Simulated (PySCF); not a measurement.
# C5H8O4: the cost of one run

Computed with PySCF 2.14.0, with density-fitted response routines of our own, on a single molecule, in the gas phase or a continuum. Atoms are numbered from 0 throughout.

## (1) Starting geometry

17 atoms, charge 0, multiplicity 1; geometry from: GFN2-xTB.

Bonds of the start (Å): C0–O1 1.42, O1–C2 1.33, C2–O3 1.20, C2–C4 1.53, C4–O5 1.41, O5–C6 1.35, C6–C7 1.50, C6–O8 1.20, C0–H9 1.09, C0–H10 1.09, C0–H11 1.09, C4–H12 1.09, C4–H13 1.09, C7–H14 1.09, C7–H15 1.09, C7–H16 1.09.

## (2) Optimising the geometry at PBE0-D3(BJ)/def2-SVP

The job: settings as JSON, then the geometry in Å.

```
{"job": {"xc": "PBE0", "basis": "def2-SVP", "d3": "d3bj", "grid": 1, "kind": "geom"}, "charge": 0, "multiplicity": 1}
C      3.072523     0.879901    -0.095041
O      2.206265    -0.216888     0.181636
C      0.962038    -0.108290    -0.276574
O      0.541324     0.812408    -0.917983
C      0.142538    -1.341079     0.103024
O     -1.238371    -1.068267    -0.019600
C     -1.706049    -0.103206     0.796649
C     -3.141727     0.207644     0.491205
O     -1.034495     0.414114     1.646960
H      3.073296     1.102413    -1.163667
H      2.738940     1.764613     0.449704
H      4.061212     0.576044     0.238238
H      0.358768    -2.156959    -0.589141
H      0.398130    -1.635049     1.126334
H     -3.162444     0.936867    -0.316875
H     -3.621029     0.636865     1.365715
H     -3.657917    -0.689099     0.162785
```

Run with:

```console
$ OMP_NUM_THREADS=1 python probes_run.py task.json out
```

The driver reads the jobs from task.json and runs them one after another.

**Question.** How long does this first job take on 1 thread of Intel Xeon Platinum 8175M at 2.50GHz, shared host, and how much memory does it need?

About 4 min, with a peak of 0.67 GiB.
